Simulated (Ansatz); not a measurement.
**NbRu: one contact scaled**

One table from this session's results is given with a row withheld; the runs are named, their logs left out.

Program: Ansatz 0.2.0. Level of theory: DFT, PBEsol, PAW with Ansatz's default frozen-core files, scalar-relativistic. These are calculated values, not measurements.

2 further runs of the same task are left out: 2 that didn't finish. Runs told in other sessions of the task aren't counted.

## The structure to begin with

The structure is cubic, space group Pm-3m (No. 221). Conventional cell: a = 3.184 Å, b = 3.184 Å, c = 3.184 Å, α = 90.00°, β = 90.00°, γ = 90.00°. Around Nb (site symmetry m-3m) lie 8 Ru at 2.76 Å. Ru (site symmetry m-3m) is surrounded by 8 Nb at 2.76 Å.

As a file:

```cif
data_structure
_symmetry_space_group_name_H-M 'P 1'
_symmetry_Int_Tables_number 1
_cell_length_a 3.1840
_cell_length_b 3.1840
_cell_length_c 3.1840
_cell_angle_alpha 90.000
_cell_angle_beta 90.000
_cell_angle_gamma 90.000
_cell_volume 32.28
loop_
_atom_site_label
_atom_site_type_symbol
_atom_site_fract_x
_atom_site_fract_y
_atom_site_fract_z
_atom_site_occupancy
Nb1 Nb 0.00000 0.00000 0.00000 1
Ru1 Ru 0.50000 0.50000 0.50000 1
```

Atoms are numbered in the order of the input: Nb1, Ru2.

The first run:

input.yaml reads:

```yaml
crystal:
  lattice:
    - [3.184, 0.0, 0.0]
    - [0.0, 3.184, 0.0]
    - [0.0, 0.0, 3.184]
  atoms:
    - { symbol: Nb, position: [0.0, 0.0, 0.0] }
    - { symbol: Ru, position: [0.5, 0.5, 0.5] }
kpoints:
  mp_grid: { grid: [9, 9, 9] }
scf:
  occupations: { method: fermi_dirac, width: 0.05 }
hamiltonian:
  xc: pbesol
  pseudopotentials: { kind: paw }
output:
  forces: true
  stress: true
  eigenvalues: true
  populations: true
```

Command:

```sh
ansatz run input.yaml --threads 1 --pin off --max-ram 2048MiB --backend cpu --events-out ev --progress --plain --runs-dir out
```

Among the steps run: Shortest bond scaled by 1, PAW; Shortest bond scaled by 1.1, PAW; Shortest bond scaled by 0.94, PAW; Shortest bond scaled by 0.88, PAW; Shortest bond scaled by 0.64, PAW; Shortest bond scaled by 0.64, PAW (cutoff 600 eV).

One of the session's tables, all rows but one given; the rest of the session is left out.

```
             method  length (Å)  F from the given length (eV/cell)  force along the bond (eV/Å)  pressure (GPa)  largest force (eV/Å)
                PAW       1.765                              5.466                       23.444           88.08                23.444
                PAW       2.427                              0.185                        1.598           -2.59                 1.598
                PAW       2.592                                  ?                            ?               ?                     ?
                PAW       2.757                              0.000                        0.000           -9.83                 0.000
                PAW       3.033                              0.111                       -1.111           -4.98                 1.111
PAW (cutoff 600 eV)       1.765                                  –                       23.430           88.03                23.430
```

**Question.** Estimate the row for PAW, 2.592.

The run gave: F from the given length (eV/cell): 0.031; force along the bond (eV/Å): 0.403; pressure (GPa): -8.23; largest force (eV/Å): 0.403.
